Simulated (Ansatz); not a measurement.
# CH₇GaSi: basis-set convergence

One table from this session's results is given with a row withheld; the runs are named, their logs left out.

The runs use Ansatz 0.2.0, Gaussian basis; one geometry, several basis sets.

Levels to be run: PBE0-D4/def2-SVP; ωB97M-V/def2-SVP; PBE0-D4/def2-QZVPP; ωB97M-V/def2-QZVPP; the functionals' def2-TZVPP values are taken from earlier runs.

## The geometry

All runs share one geometry, relaxed beforehand with PBE0-D4 in a triple-zeta def2 set.

SMILES `C[SiH2][GaH2]`, 10 atoms, charge 0, spin multiplicity 1.

Atoms are counted from 1 here; the program's logs count them from 0.

Bond lengths: C1–Si2 1.880 Å, C1–H4 1.092 Å, C1–H5 1.092 Å, C1–H6 1.092 Å, Si2–Ga3 2.414 Å, Si2–H7 1.494 Å, Si2–H8 1.494 Å, Ga3–H9 1.577 Å, Ga3–H10 1.575 Å. Angles: Si2–C1–H4 111.0°, Si2–C1–H5 110.8°, Si2–C1–H6 110.8°, H4–C1–H5 108.2°, H4–C1–H6 108.2°, H5–C1–H6 107.8°, C1–Si2–Ga3 114.4°, C1–Si2–H7 109.6°, C1–Si2–H8 109.6°, Ga3–Si2–H7 108.4°, Ga3–Si2–H8 108.4°, H7–Si2–H8 106.1°, Si2–Ga3–H9 122.1°, Si2–Ga3–H10 120.8°, H9–Ga3–H10 117.1°.

Coordinates:

```mol
CH7GaSi
  3D, bonds by distance, orders not assigned

 10  9  0  0  0  0  0  0  0  0999 V2000
   -1.3828    0.6237   -0.5718 C   0  0
    0.0491   -0.5918   -0.4921 Si  0  0
    1.6590   -0.1265    1.2454 Ga  0  0
   -2.0742    0.3609   -1.3754 H   0  0
   -1.0203    1.6382   -0.7519 H   0  0
   -1.9389    0.6296    0.3683 H   0  0
    0.7628   -0.6106   -1.8047 H   0  0
   -0.4795   -1.9745   -0.2881 H   0  0
    1.5048    1.1002    2.2245 H   0  0
    2.9200   -1.0493    1.4459 H   0  0
  1  2  8  0
  2  3  8  0
  1  4  8  0
  1  5  8  0
  1  6  8  0
  2  7  8  0
  2  8  8  0
  3  9  8  0
  3 10  8  0
M  END
```

The first run:

Input file in.yaml:

```yaml
crystal:
  periodic: [false, false, false]
  atoms:
    - {symbol: C, position_ang: [-1.382770, 0.623708, -0.571789]}
    - {symbol: Si, position_ang: [0.049058, -0.591804, -0.492077]}
    - {symbol: Ga, position_ang: [1.659033, -0.126454, 1.245362]}
    - {symbol: H, position_ang: [-2.074240, 0.360866, -1.375441]}
    - {symbol: H, position_ang: [-1.020341, 1.638176, -0.751930]}
    - {symbol: H, position_ang: [-1.938855, 0.629612, 0.368255]}
    - {symbol: H, position_ang: [0.762773, -0.610640, -1.804693]}
    - {symbol: H, position_ang: [-0.479453, -1.974458, -0.288069]}
    - {symbol: H, position_ang: [1.504815, 1.100241, 2.224506]}
    - {symbol: H, position_ang: [2.919981, -1.049257, 1.445864]}
basis:
  gaussian: {orbitals: def2-SVP}
hamiltonian: {xc: pbe0, dispersion: d4}
output: {orbitals: {seedname: orbitals}}
```

On the command line:

```sh
ansatz run in.yaml --threads 2 --pin off --events-out ev --progress --plain --max-ram 4352MiB
```

Steps of the session up to this table: PBE0-D4 in def2-SVP; ωB97M-V in def2-SVP; PBE0-D4 in def2-QZVPP; ωB97M-V in def2-QZVPP.

One of the session's tables, all rows but one given; the rest of the session is left out.

It belongs to the step «Density functionals: the series». 

| functional | basis | HOMO (eV) | LUMO (eV) |
| --- | --- | --- | --- |
| PBE0-D4 | def2-SVP | ? | ? |
| PBE0-D4 | def2-TZVPP | -7.31 | -2.00 |
| PBE0-D4 | def2-QZVPP | -7.31 | -2.02 |
| ωB97M-V | def2-SVP | -9.31 | -0.24 |
| ωB97M-V | def2-TZVPP | -9.34 | -0.29 |
| ωB97M-V | def2-QZVPP | -9.34 | -0.39 |

Q: Estimate the row for PBE0-D4, def2-SVP from the others.

As computed: HOMO (eV): -7.32; LUMO (eV): -1.98. In the column «HOMO (eV)» it lies between ωB97M-V, def2-SVP (-9.31) and PBE0-D4, def2-TZVPP (-7.31).
